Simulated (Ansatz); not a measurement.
A nudged elastic band was laid between two geometries of a periodic cell of 17 atoms, Nb16H (host Nb, host structure bcc, interstitial H).

The calculation used DFT PBE, scalar-relativistic, plane waves, PAW (Ansatz 0.2.0). Settings: cutoff 420 eV, k mesh 3x3x3, gaussian smearing 0.05 eV, no spin polarisation.

```json
{
 "movable images": "3",
 "climbing image": "yes",
 "spring": "0.05 eV/Å²",
 "optimiser": "fire",
 "start path": "default",
 "force threshold": "0.05 eV/Å",
 "iteration limit": "50",
 "end points": "relaxed"
}
```

Initial state:

```xyz
17
Lattice="6.6000 0.0000 0.0000 0.0000 6.6000 0.0000 0.0000 0.0000 6.6000" Properties=species:S:1:pos:R:3
Nb -0.043 -0.035 0.003
Nb 3.337 -0.035 0.003
Nb -0.009 3.301 0.004
Nb -0.002 0.012 3.303
Nb 1.648 1.689 1.694
Nb 3.304 3.302 0.004
Nb 3.297 0.012 3.303
Nb 4.947 1.641 1.654
Nb -0.003 3.318 3.303
Nb 1.647 4.952 1.659
Nb 1.648 1.689 4.914
Nb 3.298 3.318 3.303
Nb 4.947 4.936 1.653
Nb 4.947 1.641 4.953
Nb 1.647 4.951 4.948
Nb 4.947 4.936 4.953
H 1.647 0.828 0.005
```

Final state:

```xyz
17
Lattice="6.6000 0.0000 0.0000 0.0000 6.6000 0.0000 0.0000 0.0000 6.6000" Properties=species:S:1:pos:R:3
Nb 0.001 -0.008 0.003
Nb 3.338 -0.043 0.003
Nb 0.001 3.303 0.003
Nb -0.016 -0.003 3.303
Nb 1.613 1.648 1.693
Nb 3.338 3.337 0.002
Nb 3.289 -0.003 3.303
Nb 4.950 1.647 1.659
Nb -0.016 3.298 3.303
Nb 1.662 4.947 1.653
Nb 1.613 1.648 4.913
Nb 3.289 3.297 3.303
Nb 4.967 4.947 1.653
Nb 4.950 1.647 4.947
Nb 1.662 4.947 4.953
Nb 4.967 4.947 4.952
H 2.476 1.647 0.003
```

**Question.** What changes between the two ends?

**Answer.** Contacts lost: Nb1–H17. Contacts made: Nb6–H17. The atom that moves furthest is H17, by 1.17 Å.

**Question.** What energy profile does the band end with?

**Answer.** The forces met the threshold. The highest image is number 2 of 0 to 4, 0.194 eV above the ends, which have the same energy within 2 meV. The order of the stationary point at the top wasn't checked. Limits of this set-up: coarse k mesh, odd electron count without spin.

```
image  path coordinate (Å)  energy (eV)  Nb1–H17 (Å)  Nb6–H17 (Å)
    0                 0.00        0.000         1.90         2.98
    1                 0.30        0.102         2.11         2.68
    2                 0.58        0.194         2.39         2.39
    3                 0.87        0.101         2.68         2.11
    4                 1.16        0.000         2.98         1.90
```

**Question.** What is the geometry of the highest image?

**Answer.** 
```xyz
17
Lattice="6.6000 0.0000 0.0000 0.0000 6.6000 0.0000 0.0000 0.0000 6.6000" Properties=species:S:1:pos:R:3
Nb 0.016 -0.004 0.003
Nb 3.356 -0.058 0.003
Nb -0.006 3.305 0.003
Nb -0.008 0.013 3.303
Nb 1.619 1.679 1.728
Nb 3.303 3.282 0.003
Nb 3.301 -0.002 3.303
Nb 4.946 1.640 1.654
Nb -0.026 3.324 3.303
Nb 1.659 4.953 1.654
Nb 1.619 1.679 4.878
Nb 3.286 3.307 3.303
Nb 4.965 4.934 1.648
Nb 4.946 1.640 4.952
Nb 1.659 4.953 4.952
Nb 4.965 4.934 4.958
H 2.045 1.254 0.003
```

The band took 12 iterations and of the order of 40 core-minutes.

Time of the run: 13 min on 4 threads of Arm Neoverse V1, on a shared host, peak memory 2.2 GiB.
